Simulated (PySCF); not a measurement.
# Pb(CH3)2: forces at shaken geometries

How stiff is Pb(CH3)2? Its atoms are displaced at random by several amounts. It is a constructed species; whether it can be made isn't addressed.

Method: TPSS, Pb def2-SVP with ECP60, C def2-SVP, H def2-SVP; scalar-relativistic core potentials, no spin–orbit coupling; program: PySCF 2.14.0.

3 further runs of the same task are left out: 2 for a known fault of the program, 1 set aside as unsound or not needed. Runs told in other sessions of the task aren't counted.

### Step 1. Starting geometry

9 atoms, charge 0, spin multiplicity 1.

Bond lengths: Pb1–C2 2.337 Å, Pb1–C6 2.337 Å, C2–H3 1.104 Å, C2–H4 1.107 Å, C2–H5 1.107 Å, C6–H7 1.104 Å, C6–H8 1.107 Å, C6–H9 1.107 Å. Angles: C2–Pb1–C6 91.3°, Pb1–C2–H3 112.3°, Pb1–C2–H4 109.0°, Pb1–C2–H5 109.0°, H3–C2–H4 109.4°, H3–C2–H5 109.4°, H4–C2–H5 107.7°, Pb1–C6–H7 112.3°, Pb1–C6–H8 109.0°, Pb1–C6–H9 109.0°, H7–C6–H8 109.4°, H7–C6–H9 109.4°, H8–C6–H9 107.7°.

As a file:

```mol
C2H6Pb
  3D, bonds by distance, orders not assigned

  9  8  0  0  0  0  0  0  0  0999 V2000
    0.0000    0.0000   -0.7902 Pb  0  0
    1.6710   -0.0000    0.8438 C   0  0
    2.6840   -0.0000    0.4060 H   0  0
    1.5480    0.8936    1.4849 H   0  0
    1.5480   -0.8936    1.4849 H   0  0
   -1.6710    0.0000    0.8438 C   0  0
   -2.6840    0.0000    0.4060 H   0  0
   -1.5480   -0.8936    1.4849 H   0  0
   -1.5480    0.8936    1.4849 H   0  0
  1  2  8  0
  1  6  8  0
  2  3  8  0
  2  4  8  0
  2  5  8  0
  6  7  8  0
  6  8  8  0
  6  9  8  0
M  END
```

Formal oxidation states: Pb +2. An earlier session relaxed this geometry at TPSS, Pb def2-SVP with ECP60, C def2-SVP, H def2-SVP (singlet, point group C2v).

Its energy there is -272.565962 Eh.

### Step 2. Atoms moved at random, σ = 0.06 Å

Contents of run.py (the lines that set the calculation):

```python
mol = gto.M(atom='''
Pb     0.02470     0.02783    -0.80341
C      1.64023     0.05234     0.82612
H      2.68765    -0.12182     0.40490
H      1.57377     0.93525     1.48453
H      1.49895    -0.85981     1.49831
C     -1.69559     0.00227     0.83346
H     -2.72904    -0.05655     0.35375
H     -1.54324    -0.91340     1.52659
H     -1.45743     0.93390     1.52453''',
    basis={'Pb': 'def2-SVP', 'C': 'def2-SVP', 'H': 'def2-SVP'},
    ecp={'Pb': 'def2-SVP'},
    charge=0, spin=0)
mf = dft.RKS(mol, xc='TPSS')
mf.grids.atom_grid = (50, 194)
mf = mf.density_fit()  # fitting sets: Pb def2-universal-JKFIT, C def2-universal-JKFIT, H def2-universal-JKFIT
mf.conv_tol = 1e-08; mf.max_cycle = 55
mf.kernel(dm0)  # dm0: the density of the relaxed state
```

Launch:

```sh
> OMP_NUM_THREADS=2 python run.py
```

Log:

```text
init E= -272.495237766816
  HOMO = -0.212788541232948  LUMO = -0.128388267116113  gap/eV = 2.29665
cycle= 1 E= -272.552137120687  delta_E= -0.0569  |g|= 0.0939  |ddm|= 0.224
  HOMO = -0.173645899465328  LUMO = -0.108246300843566  gap/eV = 1.77961
cycle= 2 E= -272.54030091768  delta_E= 0.0118  |g|= 0.211  |ddm|= 0.398
  HOMO = -0.18430665070605  LUMO = -0.106020560599385  gap/eV = 2.13027
cycle= 3 E= -272.555471632637  delta_E= -0.0152  |g|= 0.00962  |ddm|= 0.253
  HOMO = -0.184791316587528  LUMO = -0.106340699355245  gap/eV = 2.13475
cycle= 4 E= -272.55548913873  delta_E= -1.75e-05  |g|= 0.00633  |ddm|= 0.0185
  HOMO = -0.184909564265007  LUMO = -0.106437183746028  gap/eV = 2.13534
cycle= 5 E= -272.555501507919  delta_E= -1.24e-05  |g|= 0.00143  |ddm|= 0.00898
  HOMO = -0.184982698916867  LUMO = -0.106482673230502  gap/eV = 2.13609
cycle= 6 E= -272.5555021171  delta_E= -6.09e-07  |g|= 0.000153  |ddm|= 0.00172
  HOMO = -0.18499299564577  LUMO = -0.106489756999784  gap/eV = 2.13618
cycle= 7 E= -272.555502125028  delta_E= -7.93e-09  |g|= 4.38e-05  |ddm|= 0.000344
  HOMO = -0.184992593337792  LUMO = -0.106486807360485  gap/eV = 2.13625
Extra cycle  E= -272.5555021246  delta_E= 4.28e-10  |g|= 5.54e-05  |ddm|= 0.000191
converged SCF energy = -272.5555021246
```

Run time: 3.7 s. Hardware: 2 threads of Arm Neoverse V1, shared host.

It gives: E = -272.555502 Eh (+0.285 eV from the relaxed state), HOMO -5.03 eV, LUMO -2.90 eV, Mulliken charge on Pb1 +0.45 e, largest force component 1.577 eV/Å. 

| atom | Fx | Fy | Fz (eV/Å) |
| --- | --- | --- | --- |
| Pb1 | -0.461 | -0.046 | -0.044 |
| C2 | 1.174 | -1.577 | 0.440 |
| H3 | -0.917 | 0.667 | 0.342 |
| H4 | 0.199 | 0.129 | -0.078 |
| H5 | -0.188 | 0.760 | -0.469 |
| C6 | 0.372 | -0.011 | 1.237 |
| H7 | 0.955 | 0.444 | 0.762 |
| H8 | -0.217 | 1.032 | -0.920 |
| H9 | -0.918 | -1.399 | -1.270 |

### Step 3. Atoms moved at random, σ = 0.1 Å

Contents of run.py (the lines that set the calculation):

```python
mol = gto.M(atom='''
Pb     0.10317    -0.20126    -0.63766
C      1.59116     0.14492     0.70996
H      2.79837     0.26884     0.40948
H      1.57974     0.89839     1.43465
H      1.50502    -1.06072     1.52076
C     -1.85002     0.00595     0.97638
H     -2.69538     0.11382     0.30918
H     -1.47301    -0.92396     1.46005
H     -1.55905     0.75401     1.46597''',
    basis={'Pb': 'def2-SVP', 'C': 'def2-SVP', 'H': 'def2-SVP'},
    ecp={'Pb': 'def2-SVP'},
    charge=0, spin=0)
mf = dft.RKS(mol, xc='TPSS')
mf.grids.atom_grid = (50, 194)
mf = mf.density_fit()  # fitting sets: Pb def2-universal-JKFIT, C def2-universal-JKFIT, H def2-universal-JKFIT
mf.conv_tol = 1e-08; mf.max_cycle = 55
mf.kernel(dm0)  # dm0: the density of the relaxed state
```

Launch:

```sh
> OMP_NUM_THREADS=2 python run.py
```

Log:

```text
init E= -272.407810048267
  HOMO = -0.233190192509724  LUMO = -0.167734676006596  gap/eV = 1.78114
cycle= 1 E= -272.432427981585  delta_E= -0.0246  |g|= 0.251  |ddm|= 0.997
  HOMO = -0.147305192071086  LUMO = -0.090835958625247  gap/eV = 1.53661
cycle= 2 E= -272.405722543624  delta_E= 0.0267  |g|= 0.384  |ddm|= 0.895
  HOMO = -0.163480293627723  LUMO = -0.0965952632561482  gap/eV = 1.82003
cycle= 3 E= -272.453065428065  delta_E= -0.0473  |g|= 0.0718  |ddm|= 0.538
  HOMO = -0.161655444812505  LUMO = -0.0996104609714585  gap/eV = 1.68833
cycle= 4 E= -272.454787731175  delta_E= -0.00172  |g|= 0.0168  |ddm|= 0.117
  HOMO = -0.16347000204337  LUMO = -0.0999843575098627  gap/eV = 1.72753
cycle= 5 E= -272.454852615299  delta_E= -6.49e-05  |g|= 0.0102  |ddm|= 0.0347
  HOMO = -0.163031968747458  LUMO = -0.10038837174687  gap/eV = 1.70462
cycle= 6 E= -272.454886491829  delta_E= -3.39e-05  |g|= 0.00272  |ddm|= 0.0161
  HOMO = -0.163079055851297  LUMO = -0.100284629898448  gap/eV = 1.70872
cycle= 7 E= -272.454889506136  delta_E= -3.01e-06  |g|= 0.000305  |ddm|= 0.00478
  HOMO = -0.163120361596732  LUMO = -0.100310055815624  gap/eV = 1.70916
cycle= 8 E= -272.454889535752  delta_E= -2.96e-08  |g|= 6.9e-05  |ddm|= 0.000628
  HOMO = -0.163112311759187  LUMO = -0.100299383328357  gap/eV = 1.70923
cycle= 9 E= -272.454889537321  delta_E= -1.57e-09  |g|= 1.51e-05  |ddm|= 0.00016
  HOMO = -0.163113372868484  LUMO = -0.100302604455312  gap/eV = 1.70917
Extra cycle  E= -272.454889537173  delta_E= 1.48e-10  |g|= 2.57e-05  |ddm|= 6.75e-05
converged SCF energy = -272.454889537173
```

It took 4.3 s on 2 threads of Arm Neoverse V1, shared host.

Read off: E = -272.454890 Eh (+3.022 eV from the relaxed state), HOMO -4.44 eV, LUMO -2.73 eV, Mulliken charge on Pb1 +0.35 e, largest force component 7.024 eV/Å. 

| atom | Fx | Fy | Fz (eV/Å) |
| --- | --- | --- | --- |
| Pb1 | -3.779 | -0.760 | -2.953 |
| C2 | 6.201 | -3.075 | 3.286 |
| H3 | -2.848 | -0.938 | 0.247 |
| H4 | -0.727 | 1.589 | 1.892 |
| H5 | 0.424 | 3.260 | -2.248 |
| C6 | 0.353 | -6.597 | -4.805 |
| H7 | -0.539 | -0.512 | 0.159 |
| H8 | -1.200 | 0.009 | -0.188 |
| H9 | 2.117 | 7.024 | 4.610 |

### Step 4. Atoms moved at random, σ = 0.15 Å

Contents of run.py (the lines that set the calculation):

```python
mol = gto.M(atom='''
Pb     0.03903    -0.10222    -0.90159
C      1.40203    -0.08751     0.87565
H      2.69128    -0.02731     0.35950
H      1.73682     0.81895     1.71069
H      1.38026    -0.69575     1.34705
C     -1.67631     0.01967     0.75358
H     -2.51612    -0.01749     0.42869
H     -1.50300    -0.99136     1.46451
H     -1.55400     1.08302     1.61070''',
    basis={'Pb': 'def2-SVP', 'C': 'def2-SVP', 'H': 'def2-SVP'},
    ecp={'Pb': 'def2-SVP'},
    charge=0, spin=0)
mf = dft.RKS(mol, xc='TPSS')
mf.grids.atom_grid = (50, 194)
mf = mf.density_fit()  # fitting sets: Pb def2-universal-JKFIT, C def2-universal-JKFIT, H def2-universal-JKFIT
mf.conv_tol = 1e-08; mf.max_cycle = 55
mf.kernel(dm0)  # dm0: the density of the relaxed state
```

Launch:

```sh
> OMP_NUM_THREADS=2 python run.py
```

Log:

```text
init E= -272.240679062192
  HOMO = -0.261123050404597  LUMO = -0.161261340243689  gap/eV = 2.71738
cycle= 1 E= -272.26335966906  delta_E= -0.0227  |g|= 0.313  |ddm|= 0.866
  HOMO = -0.167643520458824  LUMO = -0.120221056781929  gap/eV = 1.29043
cycle= 2 E= -272.177816342625  delta_E= 0.0855  |g|= 0.585  |ddm|=  1.2
  HOMO = -0.200142718272186  LUMO = -0.112298972756239  gap/eV = 2.39035
cycle= 3 E= -272.294394847451  delta_E= -0.117  |g|= 0.104  |ddm|= 0.817
  HOMO = -0.195378455438417  LUMO = -0.110855404928406  gap/eV = 2.29999
cycle= 4 E= -272.297937955787  delta_E= -0.00354  |g|= 0.018  |ddm|= 0.14
  HOMO = -0.198904497965803  LUMO = -0.11307111082769  gap/eV = 2.33565
cycle= 5 E= -272.29801884238  delta_E= -8.09e-05  |g|= 0.0123  |ddm|= 0.0451
  HOMO = -0.197751572500158  LUMO = -0.113020763968303  gap/eV = 2.30564
cycle= 6 E= -272.298060378579  delta_E= -4.15e-05  |g|= 0.00449  |ddm|= 0.0168
  HOMO = -0.19784313491972  LUMO = -0.112737981642118  gap/eV = 2.31583
cycle= 7 E= -272.29806725401  delta_E= -6.88e-06  |g|= 0.000542  |ddm|= 0.00691
  HOMO = -0.197836888803996  LUMO = -0.112749177173407  gap/eV = 2.31535
cycle= 8 E= -272.298067368947  delta_E= -1.15e-07  |g|= 7.12e-05  |ddm|= 0.00112
  HOMO = -0.197838393765531  LUMO = -0.112747979229427  gap/eV = 2.31543
cycle= 9 E= -272.29806737087  delta_E= -1.92e-09  |g|= 1.75e-05  |ddm|= 0.000145
  HOMO = -0.197837805028193  LUMO = -0.112748350950316  gap/eV = 2.31540
Extra cycle  E= -272.29806737086  delta_E= 9.15e-12  |g|= 1.78e-05  |ddm|= 6.15e-05
converged SCF energy = -272.29806737086
```

Run time: 4.2 s. Hardware: 2 threads of Arm Neoverse V1, shared host.

It gives: E = -272.298067 Eh (+7.290 eV from the relaxed state), HOMO -5.38 eV, LUMO -3.07 eV, Mulliken charge on Pb1 +0.51 e, largest force component 27.898 eV/Å. 

| atom | Fx | Fy | Fz (eV/Å) |
| --- | --- | --- | --- |
| Pb1 | -0.916 | 0.386 | 0.411 |
| C2 | 7.248 | 27.898 | -17.785 |
| H3 | -3.504 | -0.761 | 1.303 |
| H4 | -1.730 | -1.695 | -2.305 |
| H5 | -1.012 | -25.656 | 18.979 |
| C6 | 12.135 | 0.855 | 7.921 |
| H7 | -11.598 | -0.277 | -4.304 |
| H8 | -0.323 | 2.466 | -1.566 |
| H9 | -0.299 | -3.216 | -2.653 |

### Step 5. Results

| σ (Å) | energy rise (eV) | harmonic estimate −½ F·u (eV) | largest force component (eV/Å) |
| --- | --- | --- | --- |
| 0.06 | 0.285 | 0.282 | 1.58 |
| 0.1 | 3.022 | 2.691 | 7.02 |
| 0.15 | 7.290 | 8.676 | 27.90 |

Every displacement raises the energy. For a harmonic well the rise equals −½ F·u; the two differ by at most 19 % here (a move with σ = 0.15 Å), from anharmonicity, the grid and the small forces left at the relaxed point. The largest moves cost over 1 eV, far outside the harmonic range, so agreement there can come from errors that cancel between squeezed and stretched bonds. The bases are small and lack diffuse functions. Spin–orbit coupling is left out.
